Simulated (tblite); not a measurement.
# C22H15BO: the cost of one run

Programs: tblite 0.8.0 and PySCF 2.14.0, with routines of our own; each step states its level. All values are computed. Atoms count from 0.

### Step 1. The system as given

39 atoms, charge 0, multiplicity 1; geometry from: force field, distance geometry or constructed start.

### Step 2. Optimising the geometry with GFN2-xTB

The job: settings as JSON, then the geometry in Å.

```
{"job": {"kind": "relax", "xc": "GFN2-xTB", "basis": "xTB"}, "charge": 0, "multiplicity": 1}
B     -4.942200     1.709500     0.072300
C     -4.062600     2.979700    -0.002700
C     -2.726000     2.844300    -0.039000
C     -2.039400     1.513800    -0.051300
C     -2.831900     0.336400     0.060400
C     -2.233000    -0.929600     0.061400
C     -3.035800    -2.085700     0.068900
C     -2.461900    -3.348400    -0.048600
C     -1.090200    -3.478400    -0.223600
C     -0.282600    -2.344300    -0.212300
C     -0.818600    -1.055000     0.017600
C     -0.001800     0.114700     0.101500
C      1.404400     0.074000     0.392700
C      2.196200     1.237200     0.211200
C      1.580200     2.433700    -0.167300
C      0.203300     2.515400    -0.284800
C     -0.618700     1.392300    -0.082700
C      3.634100     1.310400     0.550800
C      4.583800     0.543800     0.015000
C      4.328300    -0.568700    -0.913400
C      3.622200    -1.650600    -0.576700
C      2.983500    -1.823700     0.735700
C      1.983400    -1.049500     1.173400
O     -4.237700     0.411500     0.114200
H     -6.124500     1.773500     0.131800
H     -4.523500     3.957000     0.018400
H     -2.175000     3.771700    -0.031100
H     -4.115100    -2.022200     0.145600
H     -3.093900    -4.231500    -0.060200
H     -0.656300    -4.453200    -0.385000
H      0.758500    -2.491500    -0.468500
H      2.173900     3.325700    -0.312700
H     -0.185600     3.480200    -0.568500
H      3.964200     2.159900     1.146900
H      5.620500     0.805600     0.190800
H      4.878000    -0.583500    -1.850100
H      3.626400    -2.501700    -1.255900
H      3.235800    -2.707300     1.304700
H      1.474200    -1.345000     2.080000
```

Run with:

```console
OMP_NUM_THREADS=1 python large_run.py task.json out
```

The driver reads the jobs from task.json and runs them one after another.

Q: Estimate the wall time and peak memory of this first job on 1 thread of Arm Neoverse N1, shared host.

About 4.2 s, with a peak of 0.18 GiB.
